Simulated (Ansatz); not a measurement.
Crystal: Hf2Pd2Se2Br2O3.

```
Hf Pd Se Br O
1.0
     5.60663   -0.09346   -0.01409
     1.61393    5.33512    0.00251
     1.36916    1.91529    8.31543
Hf Pd Se Br O
2 2 2 2 3
Direct
  0.23317 0.65161 0.02284
  0.76683 0.34839 0.97716
  0.00000 0.50000 0.50000
  0.00000 0.00000 0.50000
  0.02419 0.33917 0.25331
  0.97581 0.66083 0.74669
  0.50000 0.50000 0.50000
  0.50000 0.00000 0.50000
  0.44792 0.35724 0.92101
  0.55208 0.64276 0.07899
  0.00000 0.00000 0.00000
```

The cell was built by a generator and needn't be a form met in nature.

Base run:

```yaml
Program: Ansatz 0.2.0
Functional: PBE
Potentials_or_basis: all-electron LAPW, scalar-relativistic
Cutoff: 481 eV (chosen from the basis error)
Basis_error_allowed: 0.002 eV/atom
k_mesh: 4 × 4 × 3
Occupations: fermi-dirac, width 0.05 eV
Spin: no spin polarisation
```

Its results: band gap on the k mesh none (metal or under the smearing width); pressure 0.2 GPa; largest force 0.047 eV/Å.

Task: The run is repeated on the same cell with these changes: hubbard terms from none to Hf d U = 3 eV, Pd d U = 3 eV. What comes out?

Result: Band gap on the k mesh none (metal or under the smearing width); pressure 1.4 GPa; largest force 0.323 eV/Å.

Caveats: the k mesh is thin for a metal, which can move the energy by tens of meV per atom; U is the effective U less J, on atomic orbitals that reach past the spheres (some runs); U without spin polarisation on a metal has little footing (some runs).
